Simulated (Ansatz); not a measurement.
# ClGeH₃OSi: one species, many methods

Aim: compute ClGeH₃OSi with functionals from several rungs and with coupled cluster, and see how far each lands from CCSD(T) at the basis-set limit for the atomisation energy.

Program: Ansatz 0.2.0, Gaussian basis. Level of theory: functionals in def2-TZVPP, the program's frozen cores in correlated methods. These are calculated values, not measurements.

Levels to be run: LDA (SPW92), PBE-D4, revPBE-D4, BLYP-D4, r2SCAN-D4, B97M-V, PBE0-D4, B3LYP-D4, r2SCANh-D4, r2SCAN0-D4, HSE06-D4, BHLYP-D4, CAM-B3LYP-D4, LC-ωPBE, ωB97X-V, ωB97M-V, B2PLYP, PBE-QIDH; CCSD(T)/def2-SVP; CCSD(T)/def2-TZVPP; MP2/def2-QZVPP; extrapolation to the limit; RPA on PBE.

## (1) The relaxed structure

All runs share one geometry, relaxed beforehand with PBE0-D4 in a triple-zeta def2 set.

SMILES `[SiH3][O][Ge][Cl]`, 7 atoms, charge 0, spin multiplicity 1.

Atoms are counted from 1 here; the program's logs count them from 0.

Bond lengths: Si1–O2 1.655 Å, Si1–H5 1.484 Å, Si1–H6 1.484 Å, Si1–H7 1.484 Å, O2–Ge3 1.768 Å, Ge3–Cl4 2.210 Å. Angles: O2–Si1–H5 107.2°, O2–Si1–H6 110.4°, O2–Si1–H7 110.5°, H5–Si1–H6 109.5°, H5–Si1–H7 109.5°, H6–Si1–H7 109.7°, Si1–O2–Ge3 138.4°, O2–Ge3–Cl4 99.4°.

Geometry (Å):

```mol
ClGeH3OSi
  3D, bonds by distance, orders not assigned

  7  6  0  0  0  0  0  0  0  0999 V2000
    0.1844    0.6642   -0.6142 Si  0  0
    0.4345   -0.9595   -0.4138 O   0  0
    0.0766   -2.2159    0.7769 Ge  0  0
   -0.9918   -0.9951    2.2776 Cl  0  0
    0.7959    1.0454   -1.9113 H   0  0
   -1.2689    0.9651   -0.6433 H   0  0
    0.8307    1.4278    0.4824 H   0  0
  1  2  8  0
  2  3  8  0
  3  4  8  0
  1  5  8  0
  1  6  8  0
  1  7  8  0
M  END
```

## (2) LDA

This LDA is Slater exchange with PW92 correlation.

in.yaml

```yaml
crystal:
  periodic: [false, false, false]
  atoms:
    - {symbol: Si, position_ang: [0.184376, 0.664213, -0.614167]}
    - {symbol: O, position_ang: [0.434504, -0.959520, -0.413806]}
    - {symbol: Ge, position_ang: [0.076586, -2.215893, 0.776880]}
    - {symbol: Cl, position_ang: [-0.991826, -0.995069, 2.277557]}
    - {symbol: H, position_ang: [0.795867, 1.045421, -1.911263]}
    - {symbol: H, position_ang: [-1.268883, 0.965051, -0.643305]}
    - {symbol: H, position_ang: [0.830677, 1.427798, 0.482404]}
basis:
  gaussian: {orbitals: def2-TZVPP}
hamiltonian: {xc: lda}
output: {orbitals: {seedname: orbitals}}
```

After this run come: PBE-D4 (GGA); revPBE-D4 (GGA); BLYP-D4 (GGA); r2SCAN-D4 (meta-GGA); B97M-V (meta-GGA); PBE0-D4 (hybrid); B3LYP-D4 (hybrid); r2SCANh-D4 (hybrid); r2SCAN0-D4 (hybrid); HSE06-D4 (hybrid); BHLYP-D4 (hybrid); CAM-B3LYP-D4 (range-separated); LC-ωPBE-D4 (range-separated); ωB97X-V (range-separated); ωB97M-V (range-separated); B2PLYP (double hybrid); PBE-QIDH (double hybrid); CCSD(T) in def2-SVP; CCSD(T) in def2-TZVPP; MP2 in def2-QZVPP; RPA on PBE orbitals.

Q: Predict the results of all the runs planned. Wanted: atomisation energy, CCSD(T)/CBS; farthest beyond LDA; mean size of error, GGA; mean size of error, meta-GGA; mean size of error, hybrid; mean size of error, range-separated; mean size of error, double hybrid; gap, smallest and largest; T1 diagnostic.

**Answer**, as computed:

| quantity | value |
| --- | --- |
| atomisation energy, CCSD(T)/CBS | 2291.2 kJ/mol |
| functionals within 22.9 kJ/mol (1.0 %) | PBE-D4, BLYP-D4, r2SCAN-D4, B97M-V, B3LYP-D4, CAM-B3LYP-D4, ωB97X-V, ωB97M-V |
| farthest beyond LDA | BHLYP-D4 (-85.9 kJ/mol) |
| mean size of error, GGA | 27.1 kJ/mol |
| mean size of error, meta-GGA | 7.9 kJ/mol |
| mean size of error, hybrid | 50.3 kJ/mol |
| mean size of error, range-separated | 23.4 kJ/mol |
| mean size of error, double hybrid | 50.0 kJ/mol |
| gap, smallest and largest | 3.66 eV (LDA (SPW92)), 10.28 eV (LC-ωPBE) |
| T1 diagnostic | 0.0137 |
| triples share of the correlation energy | 3.9 % |

In words: LDA overbinds by 292.9 kJ/mol (13 %). PBE-D4 is off by -4.5 kJ/mol. Double hybrids carry the basis error of their MP2 part in triple zeta, and no dispersion term here, so their miss is partly the set-up's. By mean error the best rung here is meta-GGA (7.9 kJ/mol) and the worst beyond LDA is hybrid (50.3 kJ/mol). The mean of the hybrids holds BHLYP, with half exact exchange. Misses under about 22.9 kJ/mol are within the doubt on the reference itself, which lacks core-valence correlation, relativity and higher excitations, and its outer-core shells are covered unevenly. Hartree-Fock recovers 71 % of the binding; the rest is correlation. CCSD(T) in def2-SVP is off by -209.7 kJ/mol, more than most functionals: a good method in a small basis is no reference. Orbital gaps span 3.7 to 10.3 eV; exact exchange widens them. Correlated methods include outer-core shells of Ge, which these sets cover unevenly.
